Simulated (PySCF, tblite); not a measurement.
# C₃H₁₀BNO: geometry, infrared bands and NMR shifts

Aim: predict the infrared bands and NMR shifts of C₃H₁₀BNO (`C=N[BH2-][O+](C)C`).

Programs: tblite 0.8.0 and PySCF 2.14.0, with density-fitted response routines of our own. Each step states its level of theory. These are calculated values for one molecule in the gas phase, unless marked as measured. Atoms are numbered from 0 throughout.

**1. Starting geometry**

16 atoms, charge 0, multiplicity 1; geometry from: force field or distance geometry start.

Bonds of the start (Å): C0–N1 1.29, N1–B2 1.51, B2–O3 1.52, O3–C4 1.43, O3–C5 1.42, C0–H6 1.09, C0–H7 1.08, B2–H8 1.19, B2–H9 1.20, C4–H10 1.11, C4–H11 1.11, C4–H12 1.11, C5–H13 1.11, C5–H14 1.11, C5–H15 1.12.

**2. Relaxing the molecule with GFN2-xTB**

What the job is given:

```
{"job": {"kind": "relax", "xc": "GFN2-xTB", "basis": "xTB"}, "charge": 0, "multiplicity": 1}
C      2.507700    -0.735900    -0.453800
N      1.647500    -0.879200     0.492600
B      0.552600     0.123300     0.780400
O     -0.381100     0.231100    -0.419300
C     -1.192700    -0.946900    -0.477500
C     -1.233400     1.355500    -0.257100
H      2.462600     0.133000    -1.117700
H      3.275600    -1.475300    -0.604200
H      1.058700     1.181800     1.003400
H     -0.050100    -0.200700     1.769600
H     -1.839000    -1.087200     0.414300
H     -0.568900    -1.858000    -0.622500
H     -1.854600    -0.898300    -1.371000
H     -1.836100     1.313500     0.676100
H     -1.922100     1.455000    -1.120600
H     -0.634100     2.297300    -0.241400
```

The run is started by

```bash
$ OMP_NUM_THREADS=1 python probes_run.py task.json out
```

One launch serves the whole session: the jobs run in the order shown.

**Question.** This job is followed by: GFN2-xTB harmonic vibrations, gas phase; GIAO PBE0/pcSseg-1 NMR shielding, non-relativistic, gas phase. Predict these results of the whole session: strongest single infrared mode (GFN2-xTB); zero-point energy (GFN2-xTB); ¹³C shifts against TMS (PBE0/pcSseg-1); ¹H shifts against TMS (PBE0/pcSseg-1); ¹⁵N shifts against NH3 (PBE0/pcSseg-1); ¹¹B shifts against BF3·OEt2 (PBE0/pcSseg-1); ¹⁷O shifts against H2O (PBE0/pcSseg-1); surface potential, 1st and 99th percentile.

The runs gave:

| quantity | value |
| --- | --- |
| strongest single infrared mode (GFN2-xTB) | 2590 cm⁻¹, 123 km/mol |
| zero-point energy (GFN2-xTB) | 80.3 kcal/mol |
| ¹³C shifts against TMS (PBE0/pcSseg-1) | 139.8, 63.6, 62.3 ppm |
| ¹H shifts against TMS (PBE0/pcSseg-1) | 7.76, 7.44, 4.97, 4.93, 3.85, 3.76, 3.46, 3.43, 3.22, 3.19 ppm |
| ¹⁵N shifts against NH3 (PBE0/pcSseg-1) | 419.1 ppm |
| ¹¹B shifts against BF3·OEt2 (PBE0/pcSseg-1) | 14.9 ppm |
| ¹⁷O shifts against H2O (PBE0/pcSseg-1) | 8.4 ppm |
| surface potential, 1st and 99th percentile | -1.30 V and 0.99 V |

What this shows: Over 178 steps the energy fell by 0.994 eV; of the close pairs, B2–O3 changed most, 1.524 to 4.136 Å. All 42 modes are real, so the xTB geometry is a minimum. The strongest single mode, at 2590 cm⁻¹, moves mainly H9 and H8. GFN2-xTB is a fitted tight-binding method: band positions and strengths are rough. Its intensities can rank the bands wrongly. The structure rearranged or came apart on optimisation; the results belong to the end geometry, not to the formula as drawn. Shifts at one fixed geometry are not the observed spectrum, which averages over the motion. At PBE0/pcSseg-1: The widest tensor belongs to N1: span 366 ppm, with a paramagnetic part of -477 ppm. At PBE0/pcSseg-1, counted by nearest atom on the grid, the HOMO lies on O3 52 %; N1 10 %, the LUMO on C0 34 %; N1 32 %.
